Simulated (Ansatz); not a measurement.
# GeS: up Jacob's ladder to CCSD(T)

An exercise on one series of results from a longer session: the logs are not shown, and one member is left open.

Program: Ansatz 0.2.0, Gaussian basis. Level of theory: functionals in def2-TZVPP, the program's frozen cores in correlated methods. These are calculated values, not measurements.

The runs, in order: LDA (SPW92), PBE-D4, revPBE-D4, BLYP-D4, r2SCAN-D4, B97M-V, PBE0-D4, B3LYP-D4, r2SCANh-D4, r2SCAN0-D4, HSE06-D4, BHLYP-D4, CAM-B3LYP-D4, LC-ωPBE, ωB97X-V, ωB97M-V, B2PLYP, PBE-QIDH; CCSD(T)/def2-SVP; CCSD(T)/def2-TZVPP; CCSD(T)/def2-QZVPP; extrapolation to the limit; RPA on PBE.

## The geometry

The geometry comes from an earlier relaxation with PBE0-D4 in a triple-zeta def2 set; it is a stationary point.

SMILES `[S+]#[Ge-]`, 2 atoms, charge 0, spin multiplicity 1.

Atoms are counted from 1 here; the program's logs count them from 0.

Bond lengths: S1–Ge2 2.014 Å.

As a file:

| atom | x (Å) | y (Å) | z (Å) |
| --- | --- | --- | --- |
| S1 | 0.00000 | 0.00000 | -0.00113 |
| Ge2 | 0.00000 | 0.00000 | 2.01322 |

The first run:

in.yaml reads:

```yaml
crystal:
  periodic: [false, false, false]
  atoms:
    - {symbol: S, position_ang: [-0.000000, -0.000000, -0.001135]}
    - {symbol: Ge, position_ang: [0.000000, 0.000000, 2.013221]}
basis:
  gaussian: {orbitals: def2-TZVPP}
hamiltonian: {xc: lda}
output: {orbitals: {seedname: orbitals}}
```

On the command line:

```sh
$ ansatz run in.yaml --threads 2 --pin off --events-out ev --progress --plain --max-ram 32768MiB --backend cpu
```

Steps of the session up to this table: LDA; PBE-D4 (GGA); revPBE-D4 (GGA); BLYP-D4 (GGA); r2SCAN-D4 (meta-GGA); B97M-V (meta-GGA); PBE0-D4 (hybrid); B3LYP-D4 (hybrid); r2SCANh-D4 (hybrid); r2SCAN0-D4 (hybrid); HSE06-D4 (hybrid); BHLYP-D4 (hybrid); CAM-B3LYP-D4 (range-separated); LC-ωPBE (range-separated); ωB97X-V (range-separated); ωB97M-V (range-separated); B2PLYP (double hybrid); PBE-QIDH (double hybrid).

One of the session's tables, all rows but one given; the rest of the session is left out.

It belongs to the step «Orbital energies across the functionals». 

| functional | HOMO (eV) | LUMO (eV) | gap (eV) |
| --- | --- | --- | --- |
| LDA (SPW92) | -6.95 | -3.28 | 3.68 |
| PBE-D4 | -6.79 | -3.08 | 3.72 |
| revPBE-D4 | -6.74 | -3.01 | 3.74 |
| BLYP-D4 | -6.62 | -2.95 | 3.68 |
| r2SCAN-D4 | -7.11 | -3.04 | 4.06 |
| B97M-V | ? | ? | ? |
| PBE0-D4 | -7.91 | -2.35 | 5.56 |
| B3LYP-D4 | -7.68 | -2.53 | 5.15 |
| r2SCANh-D4 | -7.51 | -2.76 | 4.75 |
| r2SCAN0-D4 | -8.11 | -2.34 | 5.77 |
| HSE06-D4 | -7.51 | -2.72 | 4.79 |
| BHLYP-D4 | -8.79 | -1.51 | 7.28 |
| CAM-B3LYP-D4 | -9.12 | -1.31 | 7.81 |
| LC-ωPBE | -10.47 | -0.30 | 10.17 |
| ωB97X-V | -10.12 | -0.34 | 9.79 |
| ωB97M-V | -9.96 | -0.39 | 9.57 |

Q: Estimate the row for B97M-V from the others.

As computed: HOMO (eV): -7.04; LUMO (eV): -2.90; gap (eV): 4.14. In the column «HOMO (eV)» it lies between r2SCAN-D4 (-7.11) and LDA (SPW92) (-6.95).
